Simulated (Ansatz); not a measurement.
# Gd3H2Au: the cost of one run

Computed with Ansatz 0.2.0 (DFT PBE, scalar-relativistic, plane waves, PAW, unless a step's input says otherwise).

## Step 1: The system as given

It takes space group P6/mmm (No. 191, hexagonal). The conventional cell has a = 6.216 Å, b = 6.216 Å, c = 3.405 Å, α = 90.00°, β = 90.00°, γ = 120.00°. Around Gd (site symmetry mmm) lie 4 H at 2.47 Å. Around H (site symmetry -6m2) lie 6 Gd at 2.47 Å. Au (site symmetry 6/mmm) is surrounded by 2 Au at 3.40 Å and 12 Gd at 3.54 Å and 6 H at 3.59 Å.

As a file:

```
CELL_PARAMETERS angstrom
6.21591 0.00000 0.00000
-3.10796 5.38314 0.00000
0.00000 0.00000 3.40489
ATOMIC_POSITIONS crystal
Gd 0.50000 0.00000 0.50000
Gd 0.50000 0.50000 0.50000
Gd 0.00000 0.50000 0.50000
H 0.33333 0.66667 0.00000
H 0.66667 0.33333 0.00000
Au 0.00000 0.00000 0.00000
```

Recipe of the guess: species swapped into a database cell of TbB2Ru3 (P6/mmm, No. 191), with Au on the Tb sites, H on the B sites and Gd on the Ru sites. Lengths come from tabulated atomic sizes and are only a guess.

## Step 2: The guess as it stands, on a coarse mesh

The input, input.yaml:

```yaml
crystal:
  lattice:
    - [6.21591079, 0.0, 0.0]
    - [-3.1079554, 5.38313666, 0.0]
    - [0.0, 0.0, 3.40489367]
  atoms:
    - { symbol: Gd, position: [0.5, 0.0, 0.5], spin: 7.0 }
    - { symbol: Gd, position: [0.5, 0.5, 0.5], spin: 7.0 }
    - { symbol: Gd, position: [0.0, 0.5, 0.5], spin: 7.0 }
    - { symbol: H, position: [0.33333333, 0.66666667, 0.0] }
    - { symbol: H, position: [0.66666667, 0.33333333, 0.0] }
    - { symbol: Au, position: [0.0, 0.0, 0.0] }
basis:
  ecutwfc: 420
kpoints:
  mp_grid: { grid: [3, 3, 6] }
hamiltonian:
  xc: pbe
scf:
  occupations: { method: gaussian, width: 0.1 }
  lower_state_search: "off"
output:
  forces: true
  stress: true
  eigenvalues: true
  populations: true
magnetization:
  spin_polarized: true
```

Run with:

```
$ ansatz run input.yaml --threads 1 --pin off --max-ram 2048MiB --backend cpu --events-out ev --progress --plain --runs-dir out
```

Q: Estimate wall time and peak memory on 1 thread of AMD EPYC 9R45 (Zen 5), shared host.

About 8.4 s, with a peak of 0.53 GiB.
